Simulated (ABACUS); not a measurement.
Crystal: HfGe.

```
Hf Ge
1.0
     3.50084    0.00000    0.00000
     0.00000    3.50084    0.00000
     0.00000    0.00000    3.50084
Hf Ge
1 1
Direct
  0.00000 0.00000 0.00000
  0.50000 0.50000 0.50000
```

The cell was built by a generator and needn't be a form met in nature.

| Quantity | Value |
| --- | --- |
| Program | ABACUS 3.10.1 |
| Task | single point |
| Functional | PBE |
| Potentials or basis | PseudoDojo NC SR 0.4.1 PBE standard |
| Cutoff | 1075 eV |
| Density cutoff | 4299 eV |
| Basis | plane waves |
| k mesh | 8 × 8 × 8 |
| Occupations | fermi-dirac, width 0.05 eV |
| Spin | no spin polarisation |

On this cell: pressure -11.4 GPa; largest force zero by symmetry; band gap on the k mesh none (metal or under the smearing width).

The same run follows on a disturbed copy (atoms moved at random, drawn with an rms of 0.05 Å):

```xyz
2
Lattice="3.5008 0.0000 0.0000 0.0000 3.5008 0.0000 0.0000 0.0000 3.5008" Properties=species:S:1:pos:R:3 pbc="T T T"
Hf   -0.0352   -0.0441   -0.0025
Ge    1.7904    1.7848    1.7361
```

Task: What does the disturbed cell give?

Result: The energy (extrapolated to zero smearing) moves by +5.3 meV/atom; pressure -11.1 GPa; largest force 0.200 eV/Å; band gap on the k mesh none (metal or under the smearing width).

Forces on the atoms (eV/Å):
```
Hf   0.137  0.143 -0.023
Ge  -0.137 -0.143  0.023
```

Stress tensor (GPa, compression positive):
```
-11.20   0.06  -0.01
  0.06 -11.24  -0.01
 -0.01  -0.01 -10.77
```
